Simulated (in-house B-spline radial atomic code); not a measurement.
# Zr⁹⁺: ionisation energy by several methods

Wanted: one ionisation energy, Zr⁹⁺ to configuration [Ar] 3d10 4s2, up the ladder of functionals.

Method: scalar-relativistic (X2C), several functionals, spin-polarised; spherical all-electron atom at the radial basis limit. Code: in-house B-spline radial atomic code version 1.

## 1. What is computed

- element: zirconium (Z = 40)
- charge: +9
- electrons: 31
- configuration: [Ar] 3d10 4s2 4p1
- nucleus: Fermi, rms radius 4.269 fm

The outer shells:

[Ar] 3d10 4s2 4p1
```
[Ar] core
3d [↑↓][↑↓][↑↓][↑↓][↑↓]
4s [↑↓]
4p [↑ ][  ][  ]
```

Where spins are not typed, each open shell is filled with up spins first.

## 2. BP86, a GGA

The run's settings:

```ini
Z = 40
electrons = 31.0
configuration = [Ar] 3d10 4s2 4p1
hamiltonian = x2c
method = b88,p86
spin_polarised = True
nucleus = fermi
rms_radius = 4.2694
mass_number = 90
atomic_mass = 89.904698755
speed_of_light = 137.035999084
```

## 3. PW91, a GGA

Settings: those of step 2 with these lines changed.

```diff
@@ -4,3 +4,3 @@
 hamiltonian = x2c
-method = b88,p86
+method = pw91,pw91
 spin_polarised = True
```

## 4. SCAN, a meta-GGA

Settings: those of step 3 with these lines changed.

```diff
@@ -4,3 +4,3 @@
 hamiltonian = x2c
-method = pw91,pw91
+method = scan,scan
 spin_polarised = True
```

## 5. PBE, a GGA

Settings: those of step 4 with these lines changed.

```diff
@@ -4,3 +4,3 @@
 hamiltonian = x2c
-method = scan,scan
+method = pbe,pbe
 spin_polarised = True
```

## 6. AM05, a GGA

Settings: those of step 5 with these lines changed.

```diff
@@ -4,3 +4,3 @@
 hamiltonian = x2c
-method = pbe,pbe
+method = am05
 spin_polarised = True
```

## 7. BLYP, a GGA

Settings: those of step 6 with these lines changed.

```diff
@@ -4,3 +4,3 @@
 hamiltonian = x2c
-method = am05
+method = b88,lyp
 spin_polarised = True
```

## 8. r2SCAN, a meta-GGA

Settings: those of step 7 with these lines changed.

```diff
@@ -4,3 +4,3 @@
 hamiltonian = x2c
-method = b88,lyp
+method = r2scan
 spin_polarised = True
```

## 9. LDA (VWN5)

Settings: those of step 8 with these lines changed.

```diff
@@ -4,3 +4,3 @@
 hamiltonian = x2c
-method = r2scan
+method = lda,vwn
 spin_polarised = True
```

**Question.** The tabulated ionisation energy is 172.02 ± 0.05 eV (semi-empirical; NIST Atomic Spectra Database). What does each method give, and which comes nearest?

**Answer**, as computed:

| method | rung | total energy (hartree) | ΔSCF (eV) | −ε highest (eV) | ΔSCF less tabulated (eV) |
| --- | --- | --- | --- | --- | --- |
| LDA (VWN5) | LDA | -3569.6721 | 171.49 | 162.31 (4p up) | -0.53 |
| BP86 | GGA | -3574.5878 | 171.15 | 162.11 (4p up) | -0.87 |
| PW91 | GGA | -3574.4248 | 171.16 | 162.11 (4p up) | -0.86 |
| PBE | GGA | -3573.7990 | 170.94 | 161.91 (4p up) | -1.08 |
| AM05 | GGA | -3569.9522 | 171.00 | 161.99 (4p up) | -1.02 |
| BLYP | GGA | -3574.3382 | 171.13 | 161.98 (4p up) | -0.89 |
| SCAN | meta-GGA | -3574.4131 | 170.88 | 162.17 (4p up) | -1.14 |
| r2SCAN | meta-GGA | -3574.1264 | 170.77 | 162.12 (4p up) | -1.25 |

**Reading.** Against the tabulated ionisation energy, 172.02 ± 0.05 eV (semi-empirical; NIST Atomic Spectra Database), the best here is LDA (VWN5) (-0.53 eV) and the worst r2SCAN (-1.25 eV, or 0.73 %). Mean absolute error by rung (exchange-only levels left out): LDA 0.53 eV, GGA 0.94 eV, meta-GGA 1.20 eV. Relativistic terms that these runs lack can be as large as the gaps between close methods, so the nearest may be so by luck. PBE is off by -1.08 eV. Spin-orbit coupling is left out. Open shells are averaged (over orientations, and over spins where the run is restricted), while tables refer to the lowest levels. For the semilocal functionals minus the highest level recovers only 95 % of their own ΔSCF value, a mark of self-interaction.
